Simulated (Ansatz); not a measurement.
# AlH₈NOSi₂: a ladder of functionals and wavefunction methods

The task here is to estimate one member of a computed series from the others.

Program: Ansatz 0.2.0, Gaussian basis. Level of theory: functionals in def2-TZVPP, the program's frozen cores in correlated methods. These are calculated values, not measurements.

The runs, in order: PBE-D4, r2SCAN-D4, PBE0-D4, B3LYP-D4, ωB97X-V, ωB97M-V, B2PLYP; CCSD(T)/def2-TZVPP; MP2/def2-QZVPP; extrapolation to the limit.

## Structure used throughout

The geometry comes from an earlier relaxation with PBE0-D4 in a triple-zeta def2 set; it is a stationary point, not always the lowest conformer.

SMILES `O[SiH2]N[SiH2][AlH2]`, 13 atoms, charge 0, spin multiplicity 1.

Atoms are counted from 1 here; the program's logs count them from 0.

Bond lengths: O1–Si2 1.645 Å, O1–H6 0.958 Å, Si2–N3 1.719 Å, Si2–H7 1.489 Å, Si2–H8 1.479 Å, N3–Si4 1.742 Å, N3–H9 1.009 Å, Si4–Al5 2.461 Å, Si4–H10 1.492 Å, Si4–H11 1.499 Å, Al5–H12 1.589 Å, Al5–H13 1.593 Å. Angles: Si2–O1–H6 117.6°, O1–Si2–N3 114.0°, O1–Si2–H7 111.4°, O1–Si2–H8 103.0°, N3–Si2–H7 105.6°, N3–Si2–H8 111.0°, H7–Si2–H8 111.9°, Si2–N3–Si4 127.4°, Si2–N3–H9 115.7°, Si4–N3–H9 116.8°, N3–Si4–Al5 111.6°, N3–Si4–H10 106.2°, N3–Si4–H11 112.1°, Al5–Si4–H10 111.7°, Al5–Si4–H11 109.8°, H10–Si4–H11 105.2°, Si4–Al5–H12 121.6°, Si4–Al5–H13 119.7° and more.

The first run:

in.yaml

```yaml
crystal:
  periodic: [false, false, false]
  atoms:
    - {symbol: O, position_ang: [-2.498467, 0.205984, 1.696896]}
    - {symbol: Si, position_ang: [-1.601969, 1.113038, 0.657354]}
    - {symbol: N, position_ang: [-0.011354, 0.514370, 0.397778]}
    - {symbol: Si, position_ang: [0.445075, -0.986487, -0.360431]}
    - {symbol: Al, position_ang: [2.550095, -0.765248, -1.616767]}
    - {symbol: H, position_ang: [-2.144571, 0.058665, 2.575127]}
    - {symbol: H, position_ang: [-1.429177, 2.503796, 1.158945]}
    - {symbol: H, position_ang: [-2.395103, 1.070181, -0.590796]}
    - {symbol: H, position_ang: [0.737196, 1.091672, 0.750424]}
    - {symbol: H, position_ang: [-0.692001, -1.365390, -1.249359]}
    - {symbol: H, position_ang: [0.559005, -2.106575, 0.628984]}
    - {symbol: H, position_ang: [3.018803, -1.871907, -2.656822]}
    - {symbol: H, position_ang: [3.482868, 0.503300, -1.376431]}
basis:
  gaussian: {orbitals: def2-TZVPP}
hamiltonian: {xc: pbe, dispersion: d4}
output: {forces: true, orbitals: {seedname: orbitals}}
```

Command:

```console
ansatz run in.yaml --threads 4 --pin off --events-out ev --progress --plain --max-ram 10444MiB
```

Among the steps run: PBE-D4 (GGA); r2SCAN-D4 (meta-GGA); PBE0-D4 (hybrid); B3LYP-D4 (hybrid); ωB97X-V (range-separated); ωB97M-V (range-separated); B2PLYP (double hybrid); CCSD(T) in def2-TZVPP; MP2 in def2-QZVPP.

One table of the session follows, with a row left open; its other results are not shown here.

| method | atomisation energy (eV) |
| --- | --- |
| PBE-D4 | ? |
| r2SCAN-D4 | 42.502 |
| PBE0-D4 | 41.994 |
| B3LYP-D4 | 42.597 |
| ωB97X-V | 42.994 |
| ωB97M-V | 42.737 |
| B2PLYP | 42.040 |
| HF/def2-TZVPP | 30.983 |
| MP2/def2-TZVPP | 41.707 |
| CCSD/def2-TZVPP | 41.003 |
| CCSD(T)/def2-TZVPP | 41.497 |
| MP2/CBS | 43.031 |
| CCSD(T)/CBS | 42.821 |

Q: Estimate the row for PBE-D4 from the others.

**Answer.** atomisation energy (eV): 42.439. In the column «atomisation energy (eV)» it lies between B2PLYP (42.040) and r2SCAN-D4 (42.502).
